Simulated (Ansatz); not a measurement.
**SnH2F2: how energies converge with the basis set**

The task here is to estimate one member of a computed series from the others.

Program: Ansatz 0.2.0, Gaussian basis. Level of theory: one geometry, several basis sets. These are calculated values, not measurements.

Plan: PBE0-D4/def2-SVP; ωB97M-V/def2-SVP; PBE0-D4/def2-QZVPP; ωB97M-V/def2-QZVPP; the functionals' def2-TZVPP values are taken from earlier runs.

## The relaxed structure

The geometry comes from an earlier relaxation with PBE0-D4 in a triple-zeta def2 set; it is a stationary point. Sn takes the def2 core potential; no spin-orbit term is included.

SMILES `[F][SnH2][F]`, 5 atoms, charge 0, spin multiplicity 1.

Atoms are counted from 1 here; the program's logs count them from 0.

Bond lengths: F1–Sn2 1.909 Å, Sn2–F3 1.909 Å, Sn2–H4 1.692 Å, Sn2–H5 1.692 Å. Angles: F1–Sn2–F3 103.3°, F1–Sn2–H4 107.1°, F1–Sn2–H5 107.1°, F3–Sn2–H4 107.1°, F3–Sn2–H5 107.1°, H4–Sn2–H5 123.6°.

Set-up of the first run:

Input file in.yaml:

```yaml
crystal:
  periodic: [false, false, false]
  atoms:
    - {symbol: F, position_ang: [-0.343470, -0.356273, 1.741420]}
    - {symbol: Sn, position_ang: [0.128898, -0.073187, -0.086217]}
    - {symbol: F, position_ang: [-1.231200, 1.110697, -0.712377]}
    - {symbol: H, position_ang: [-0.087393, -1.547072, -0.889110]}
    - {symbol: H, position_ang: [1.583165, 0.792136, -0.095017]}
basis:
  gaussian: {orbitals: def2-SVP}
hamiltonian: {xc: pbe0, dispersion: d4}
output: {orbitals: {seedname: orbitals}}
```

Steps of the session up to this table: PBE0-D4 in def2-SVP; ωB97M-V in def2-SVP; PBE0-D4 in def2-QZVPP; ωB97M-V in def2-QZVPP.

One table of the session follows, with a row left open; its other results are not shown here.

It belongs to the step «Functionals by basis». 

```
functional       basis  HOMO (eV)
   PBE0-D4    def2-SVP      -9.68
   PBE0-D4  def2-TZVPP      -9.87
   PBE0-D4  def2-QZVPP      -9.89
   ωB97M-V    def2-SVP     -11.89
   ωB97M-V  def2-TZVPP     -12.12
   ωB97M-V  def2-QZVPP          ?
```

Q: Estimate the row for ωB97M-V, def2-QZVPP from the others.

**Answer.** HOMO (eV): -12.14. In the column «HOMO (eV)» it is the lowest.
